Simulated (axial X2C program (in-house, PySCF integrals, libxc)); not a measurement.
# A two-component session on CoO⁻: properties at the nuclei

Aim: properties at the nuclei of CoO⁻, with spin–orbit coupling in the Hamiltonian from the start.

Method: two-component X2C with atomic mean-field terms, Co dyall-acv3z, O dyall-av3z; program: an in-house X2C program for linear molecules on PySCF integrals.

All values are calculated.

## 1. Set-up

task.json reads:

```json
{"zs": [27, 8], "q": -1, "bas": ["dyall-acv3z", "dyall-av3z"], "r0": 1.6, "levels": ["PBE0", "HF", "r2SCAN", "PBE50", "BHandHLYP"], "nst": 3}
```

Keys: zs atomic numbers; q charge; bas basis sets; r0 starting distance in Å; levels methods (HF also brings MP2); nst determinants followed.

Started as:

```
$ python soeom.py task.json out
```

Nuclei are Gaussian, cores are contracted, and the Gaunt term is on.

## 2. Expectation values, lowest determinant

R = 1.610 Å. State: Ω = 1 (excess of +ω over −ω: ω = -1/2, ω = 3/2).

Output of the PBE0 run:

```text
two-component X2C + atomic mean field  PBE0
basis functions 178  fitting functions 933  grid points 5073
iter        total energy     max residual
   1      -1466.886353136     1.13e+00
   2      -1467.889139951     5.24e-02
   3      -1467.911313936     4.15e-02
   4      -1467.919676127     2.15e-02
   5      -1467.921906577     8.47e-03
   6      -1467.922579819     1.29e-03
   7      -1467.922600246     6.52e-04
   8      -1467.922605577     3.16e-04
   9      -1467.922607878     1.11e-04
  10      -1467.922608617     5.94e-05
  11      -1467.922608778     4.61e-05
  12      -1467.922608823     1.64e-05
  13      -1467.922608829     4.13e-06
converged
one-electron -2182.25021844  Coulomb 712.11621331  exact exchange -16.68713671  xc functional -51.69668763  nuclear repulsion 70.99520345  atomic mean-field constant -0.39998282
```

The highest occupied spinor is 62% Co s, 17% Co p, 8% Co d.

| level | Eeff magnitude (GV/cm) | Ws magnitude Co (kHz) | A∥/gI Co (MHz) | qzz Co (a.u.) | A∥/gI O (MHz) | qzz O (a.u.) |
| --- | --- | --- | --- | --- | --- | --- |
| PBE0 | 1.45 | 0.482 | 313 | 3.87 | -19.7 | 0.60 |
| HF | 1.82 | 0.627 | 379 | 3.33 | -13 | 0.09 |
| r2SCAN | 0.798 | 0.244 | 334 | 4.02 | -12.9 | 0.80 |
| PBE50 | 1.75 | 0.595 | 338 | 3.66 | -11.6 | 0.43 |
| BHandHLYP | 1.74 | 0.591 | 318 | 3.80 | -11.1 | 0.49 |

Eeff is the effective electric field on the electron dipole moment in this Ω state and Ws the scalar–pseudoscalar constant (defined with the proton number Z and per Ω); A∥ is the parallel hyperfine constant, which follows by multiplying with the nuclear g factor gI = μI/(I μN); qzz is the electric field gradient, eQq0 = 234.96 MHz × Q/barn × qzz. The operators were transformed with the bare-nucleus X2C matrices.

## 3. Expectation values, a higher determinant

R = 1.610 Å. State: Ω = 4 (excess of +ω over −ω: ω = 3/2, ω = 5/2), 0.12 eV above the lowest in the PBE0 search for states (made at or near this distance, with looser thresholds).

Output of the PBE0 run:

```text
two-component X2C + atomic mean field  PBE0
basis functions 178  fitting functions 933  grid points 5073
iter        total energy     max residual
   1      -1466.873407682     1.12e+00
   2      -1467.881133349     5.53e-02
   3      -1467.905758519     4.69e-02
   4      -1467.915820785     2.33e-02
   5      -1467.916681632     1.52e-02
   6      -1467.918260957     6.03e-03
   7      -1467.918726393     1.72e-03
   8      -1467.918759359     3.32e-04
   9      -1467.918761842     2.04e-04
  10      -1467.918763290     1.09e-04
  11      -1467.918763967     5.18e-05
  12      -1467.918764016     2.27e-05
  13      -1467.918764040     8.80e-06
  14      -1467.918764046     7.39e-06
converged
one-electron -2181.52794186  Coulomb 711.36852967  exact exchange -16.68957119  xc functional -51.66500131  nuclear repulsion 70.99520345  atomic mean-field constant -0.39998282
```

The highest occupied spinor is 41% Co d, 40% O p, 16% Co p.

| level | Eeff magnitude (GV/cm) | Ws magnitude Co (kHz) | A∥/gI Co (MHz) | qzz Co (a.u.) | A∥/gI O (MHz) | qzz O (a.u.) |
| --- | --- | --- | --- | --- | --- | --- |
| PBE0 | 1.2 | 0.103 | 410 | 0.23 | 13 | 0.71 |
| HF | 1.4 | 0.127 | 501 | -0.18 | -9.31 | 0.66 |
| r2SCAN | 1.19 | 0.104 | 376 | 0.10 | 18.4 | 0.60 |
| PBE50 | 1.45 | 0.129 | 440 | 0.03 | 6.59 | 0.62 |
| BHandHLYP | 1.4 | 0.123 | 438 | 0.14 | 4.99 | 0.70 |

## 4. Expectation values, a higher determinant

R = 1.610 Å. State: Ω = 2 (excess of +ω over −ω: ω = 1/2, ω = 3/2), 0.14 eV above the lowest in the PBE0 search for states (made at or near this distance, with looser thresholds).

Output of the PBE0 run:

```text
two-component X2C + atomic mean field  PBE0
basis functions 178  fitting functions 933  grid points 5073
iter        total energy     max residual
   1      -1466.908588309     1.20e+00
   2      -1467.891300851     4.78e-02
   3      -1467.909653859     3.58e-02
   4      -1467.911842412     2.28e-02
   5      -1467.915417645     2.07e-02
   6      -1467.915878940     1.84e-02
   7      -1467.917840997     8.42e-04
   8      -1467.917843931     5.58e-04
   9      -1467.917845305     6.36e-05
  10      -1467.917845455     3.44e-05
  11      -1467.917845510     2.51e-05
  12      -1467.917845516     8.35e-06
converged
one-electron -2182.06026574  Coulomb 711.97415352  exact exchange -16.70604550  xc functional -51.72090842  nuclear repulsion 70.99520345  atomic mean-field constant -0.39998282
```

The highest occupied spinor is 40% Co s, 32% Co p, 17% O p.

| level | Eeff magnitude (GV/cm) | Ws magnitude Co (kHz) | A∥/gI Co (MHz) | qzz Co (a.u.) | A∥/gI O (MHz) | qzz O (a.u.) |
| --- | --- | --- | --- | --- | --- | --- |
| PBE0 | 0.174 | 0.0273 | 701 | 2.67 | 16.2 | -0.15 |
| HF | 0.0544 | 0.0477 | 580 | 2.75 | 19.5 | -0.43 |
| r2SCAN | 0.328 | 0.00665 | 779 | 2.51 | 26.9 | -0.11 |
| PBE50 | 0.0899 | 0.0438 | 663 | 2.74 | 21.4 | -0.21 |
| BHandHLYP | 0.0364 | 0.0539 | 670 | 2.80 | 25.8 | -0.22 |

## 5. Results

| quantity | value |
| --- | --- |
| lowest determinant | Ω = 1 (excess of +ω over −ω: ω = -1/2, ω = 3/2) |
| Eeff magnitude (GV/cm), PBE0 | 1.45 |
| Ws magnitude Co (kHz), PBE0 | 0.482 |
| A∥/gI Co (MHz), PBE0 | 313 |
| qzz Co (a.u.), PBE0 | 3.87 |
| higher determinant | Ω = 4 (excess of +ω over −ω: ω = 3/2, ω = 5/2) |
| Eeff magnitude (GV/cm), PBE0, higher determinant | 1.2 |
| Ws magnitude Co (kHz), PBE0, higher determinant | 0.103 |
| A∥/gI Co (MHz), PBE0, higher determinant | 410 |
| qzz Co (a.u.), PBE0, higher determinant | 0.23 |
| higher determinant | Ω = 2 (excess of +ω over −ω: ω = 1/2, ω = 3/2) |
| Eeff magnitude (GV/cm), PBE0, higher determinant | 0.174 |
| Ws magnitude Co (kHz), PBE0, higher determinant | 0.0273 |
| A∥/gI Co (MHz), PBE0, higher determinant | 701 |
| qzz Co (a.u.), PBE0, higher determinant | 2.67 |

What this shows: In the first state, the effective field runs from 0.798 to 1.82 GV/cm over the mean-field levels, so the levels don't agree on it. The expectation values come from single determinants, which for open shells can mix terms of unlike spin or miss the lowest Ω, so a determinant need not be a state. Eeff is the effective electric field on the electron dipole moment in this Ω state and Ws the scalar–pseudoscalar constant (defined with the proton number Z and per Ω); A∥ is the parallel hyperfine constant, which follows by multiplying with the nuclear g factor gI = μI/(I μN); qzz is the electric field gradient, eQq0 = 234.96 MHz × Q/barn × qzz. The operators were transformed with the bare-nucleus X2C matrices.
